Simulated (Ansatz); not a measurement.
# ZrS, space group Fm-3m: a relaxation of cell and ions

With Ansatz 0.2.0, Python API.

The cells in order, each with its output:

**Cell 1**
```python
import warnings

import ansatz as az
from ase import Atoms
from ase.io import write
import matplotlib.pyplot as plt
import numpy as np

def edges_and_angles(cell):
    cell = np.asarray(cell)
    a, b, c = np.linalg.norm(cell, axis=1)
    cosines = cell[1] @ cell[2] / (b * c), cell[0] @ cell[2] / (a * c), cell[0] @ cell[1] / (a * b)
    return (a, b, c, *np.degrees(np.arccos(cosines)))
```

**Cell 2**
```python
warnings.simplefilter("ignore", az.DeckWarning)

crystal = (
    az.Lattice.fcc(5.25)
    .space_group(225)
    .atom("Zr", (0.0, 0.0, 0.0))
    .atom("S", (0.5, 0.0, 0.0))
    .primitive()
)
```

**Cell 3**
```python
crystal.resolved().tree()["lattice"]
```
Output:
```text
((3.214697847761802e-16, 2.625, 2.625), (2.625, 1.607348923880901e-16, 2.625), (2.625, 2.625, 0.0))
```

**Cell 4**
```python
# only the volume may change
calc = (
    crystal.calculation()
    .eigensolver("auto", full_accuracy=True)
    .kpoints(length=12)
    .functional(az.Functional.R2SCAN)
    .mixing("msr1")
    .basis(56 * az.Ry)
    .occupations(az.OccupationsMethod.GAUSSIAN, width=0.3)
    .scf(max_iterations=100)
    .relax(force_tolerance=0.01, fix_cell=["shape"])
    .density()
)
steps = []
```

**Cell 5**
```python
def collect(event):
    if event["event"] == "relax_step":
        steps.append(event["data"])
```

**Cell 6**
```python
result = calc.session().plan().execute(on_event=collect)
r = result.report
```

**Cell 7**
```python
result.unlabelled_reasons
```

**Cell 8**
```python
for s in steps:
    flag = "" if s["accepted"] else "  (rejected)"
    print("step %2d  E = %.5f eV  largest force component = %.4f eV/A%s" % (s["step"], s["lagrangian_ev"], s["allowed_force_max_ev_ang"], flag))
```
Output:
```text
step  1  E = -5104.03251 eV  largest force component = 0.0000 eV/A
step  2  E = -5104.03471 eV  largest force component = 0.0000 eV/A
step  3  E = -5104.03626 eV  largest force component = 0.0000 eV/A
step  4  E = -5104.03621 eV  largest force component = 0.0000 eV/A
```

**Cell 9**
```python
first, last = steps[0], steps[-1]
symbols = [site.symbol for site in result.lattice.sites]
print(f"energy gained {first['lagrangian_ev'] - last['lagrangian_ev']:.4f} eV in {len(steps) - 1} steps")
for label, vectors in (("before", first["cell_ang"]), ("after", result.lattice.cell_ang)):
    print(label, "a b c (A) {:.4f} {:.4f} {:.4f}  angles {:.2f} {:.2f} {:.2f}".format(*edges_and_angles(vectors)), f" V = {abs(np.linalg.det(vectors)):.3f} A^3")
print("final stress xx yy zz (GPa, compression positive):", np.round(np.diag(r["stress_gpa"]), 3) + 0.0)
```
Output:
```text
energy gained 0.0037 eV in 3 steps
before a b c (A) 3.7123 3.7123 3.7123  angles 60.00 60.00 60.00  V = 36.176 A^3
after a b c (A) 3.6934 3.6934 3.6934  angles 60.00 60.00 60.00  V = 35.626 A^3
final stress xx yy zz (GPa, compression positive): [-0.038 -0.038 -0.038]
```

**Cell 10**
```python
change = np.array(last["positions_ang"]) @ np.linalg.inv(last["cell_ang"]) - np.array(first["positions_ang"]) @ np.linalg.inv(first["cell_ang"])
moved = np.linalg.norm(change @ np.array(last["cell_ang"]), axis=1)
print("displacement within the cell, strain taken out (A):", " ".join(f"{s}:{d:.3f}" for s, d in zip(symbols, moved)))
```
Output:
```text
displacement within the cell, strain taken out (A): Zr:0.000 S:0.000
```

**Cell 11**
```python
fig, (top, bottom) = plt.subplots(2, 1, sharex=True, figsize=(4.5, 4))
top.plot([s["lagrangian_ev"] - last["lagrangian_ev"] for s in steps], "o-")
top.set_ylabel("E - E(final) (eV)")
bottom.semilogy([max(s["allowed_force_max_ev_ang"], 1e-6) for s in steps], "s-")
bottom.set(xlabel="step", ylabel="largest force (eV/A)")
fig.tight_layout()
fig.savefig("relax.png", dpi=100)
```

**Cell 12**
```python
relaxed = Atoms(symbols, positions=[site.position_ang for site in result.lattice.sites], cell=result.lattice.cell_ang, pbc=True)
write("relaxed.vasp", relaxed, format="vasp")
```

**Cell 13**
```python
for key in ("converged", "n_iterations", "n_electrons", "n_kpoints", "n_pw", "n_symmetry_ops", "free_energy_ev", "fermi_energy_ev"):
    print(f"{key:18s} {r[key]}")
```
Output:
```text
converged          True
n_iterations       4
n_electrons        18.0
n_kpoints          8
n_pw               1687
n_symmetry_ops     48
free_energy_ev     -5104.036211327566
fermi_energy_ev    14.947030236196452
```

**Cell 14**
```python
field = sum(channel.density_e_per_ang3 for channel in result.density().channels[:2])
fig, ax = plt.subplots(figsize=(4, 3.4))
shown = ax.imshow(np.log10(np.clip(field[:, :, 0].T, 1e-3, None)), origin="lower", extent=(0, 1, 0, 1))
fig.colorbar(shown, label="log10 density (e/A^3)")
ax.set(xlabel="fraction of grid vector 1", ylabel="fraction of grid vector 2")
fig.savefig("density_plane.png", dpi=100)
print(f"plane through the origin: {field[:, :, 0].min():.4f} to {field[:, :, 0].max():.4f} e/A^3")
```
Output:
```text
plane through the origin: 0.1292 to 4.0955 e/A^3
```

**Cell 15**
```python
image = Atoms([s.symbol for s in result.lattice.sites], positions=[s.position_ang for s in result.lattice.sites], cell=result.lattice.cell_ang, pbc=True)
write("final.extxyz", image)
```

File `final.extxyz` afterwards:
```text
2
Lattice="3.1983350190237483e-16 2.6116387363691747 2.6116387363691747 2.6116387363691747 1.5991675095118741e-16 2.6116387363691747 2.6116387363691747 2.6116387363691747 5.44050014948913e-35" Properties=species:S:1:pos:R:3 pbc="T T T"
Zr       0.00000000      -0.00000000       0.00000000
S        2.61163874       2.61163874       2.61163874
```

File `relaxed.vasp` afterwards:
```text
Zr S
 1.0000000000000000
     0.0000000000000003    2.6116387363691747    2.6116387363691747
     2.6116387363691747    0.0000000000000002    2.6116387363691747
     2.6116387363691747    2.6116387363691747    0.0000000000000000
 Zr  S
   1   1
Cartesian
  0.0000000000000000 -0.0000000000000000  0.0000000000000000
  2.6116387363691747  2.6116387363691747  2.6116387363691747
```

Reading the output:
- These settings explore the input space; cutoff and mesh may be short of convergence.
- No spin polarisation was allowed.
- Forces vanish by symmetry, so the ions can't move, and the end may be a saddle.
- For a metal this mesh is far too coarse, so the numbers only illustrate the procedure.
- Only differences from the Fermi energy are physical; the zero of the scale is a convention.
- Energies along a relaxation are free energies. Rows at an unchanged volume are solved on a plane-wave basis chosen afresh for that cell, so the energy jumps there and such rows are no steps of the walk.
- The free energy holds a sizeable smearing term, which stands for no physical temperature.
- Edges and angles are those of the cell as typed, here a primitive one, not of the conventional cell.
- Of the deposited cell: the entry's cell lengths or inner coordinates differ somewhat from later room-temperature determinations.
- Densities and potentials on the grid are those of the valence electrons, and inside the cores they hang on the potentials used.
- The structure is a deposited one; some such entries were measured under pressure or heat, so a shift against it needn't be the functional's error alone.
- Hardware and time: 11 s on 1 thread of Arm Neoverse V2, on a shared host, peak memory 0.65 GiB.

(Lines on the test bed's own set-up are left out of the output.)
